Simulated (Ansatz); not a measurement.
**HCl with HBr: structure and interaction energy**

One table from this session's results is given with a row withheld; the runs are named, their logs left out.

The runs use Ansatz 0.2.0, Gaussian basis; PBE0-D4 structure, single points in def2-TZVPPD.

Levels: PBE-D4, revPBE-D4, BLYP-D4, r2SCAN-D4, B97M-V, PBE0-D4, B3LYP-D4, HSE06-D4, wB97X-V, wB97M-V, B2PLYP, Hartree-Fock, MP2, CCSD, CCSD(T). The reference is CCSD(T) extrapolated to the basis limit. For elements past Ar these valence bases correlate outer-core shells poorly and lack relativity, so that limit is rough.

Correlated methods freeze the cores. Filled d shells of the heavier atoms are correlated. B3LYP uses VWN-RPA correlation. B2PLYP carries no dispersion term here.

176 further runs of the same task are left out: 176 set aside as unsound or not needed.

### The system as given

The pair, from a GFN2-xTB docking trial: 4 atoms, charge 0, spin multiplicity 1.

Atoms are counted from 1 here; the program's logs count them from 0.

Bond lengths: Cl1–H2 1.279 Å, Br3–H4 1.411 Å.

As a file:

```
Cl    0.0461    0.5811   -1.4463
H     0.2754   -0.6640   -1.6299
Br   -0.1266   -0.1417    2.2188
H    -0.1949    0.2247    0.8575
```

Atoms 1 to 2 are fragment A (HCl), the rest fragment B (HBr).

The first run:

Input file pre/in.yaml:

```yaml
crystal:
  periodic: [false, false, false]
  atoms:
    - {symbol: Cl, position_ang: [0.046100, 0.581100, -1.446300]}
    - {symbol: H, position_ang: [0.275400, -0.664000, -1.629900]}
    - {symbol: Br, position_ang: [-0.126600, -0.141700, 2.218800]}
    - {symbol: H, position_ang: [-0.194900, 0.224700, 0.857500]}
basis:
  gaussian: {orbitals: def2-SVP}
hamiltonian: {xc: pbe, dispersion: d4}
relax: {f_tol: 0.03, max_steps: 250}
```

The run is started by

```console
> ansatz run in.yaml --threads 2 --pin off --events-out ev --progress --plain --max-ram 5222MiB
```

Among the steps run: A first relaxation in a small basis; Relaxation at PBE0-D4; PBE-D4/def2-TZVPPD; r2SCAN-D4/def2-TZVPPD; PBE0-D4/def2-TZVPPD; B3LYP-D4/def2-TZVPPD; wB97X-V/def2-TZVPPD; wB97M-V/def2-TZVPPD; B2PLYP/def2-TZVPPD; BLYP-D4/def2-TZVPPD; revPBE-D4/def2-TZVPPD; B97M-V/def2-TZVPPD; HSE06-D4/def2-TZVPPD; CCSD(T)/def2-TZVPPD; MP2/def2-QZVPPD; Vibrations of the pair.

One of the session's tables, all rows but one given; the rest of the session is left out.

| method | interaction (kcal/mol) |
| --- | --- |
| PBE-D4 | -2.29 |
| revPBE-D4 | -1.82 |
| BLYP-D4 | -1.83 |
| r2SCAN-D4 | -1.84 |
| B97M-V | -1.82 |
| PBE0-D4 | ? |
| B3LYP-D4 | -1.84 |
| HSE06-D4 | -2.04 |
| wB97X-V | -1.59 |
| wB97M-V | -1.56 |
| B2PLYP | -1.14 |
| Hartree-Fock | 0.28 |
| MP2 | -1.61 |
| CCSD | -0.95 |
| CCSD(T) | -1.21 |
| CCSD(T)/CBS | -1.71 |

Estimate the missing values for PBE0-D4.

The run gave: interaction (kcal/mol): -2.02. In the column «interaction (kcal/mol)» it lies between HSE06-D4 (-2.04) and r2SCAN-D4 (-1.84).

Among the levels timed on like hardware and quicker than the yardstick, those that no quicker one beats, quickest first: PBE-D4 (2.1 s, -0.58 kcal/mol); revPBE-D4 (2.2 s, -0.10 kcal/mol).

For cost: revPBE-D4 gets within 0.10 kcal/mol in 2.2 s, where CCSD(T)/CBS took 33 s; the quickest level in the cost chart, PBE-D4, takes 2.1 s and misses by 0.58 kcal/mol.

To keep in mind: A lower arrangement may exist.
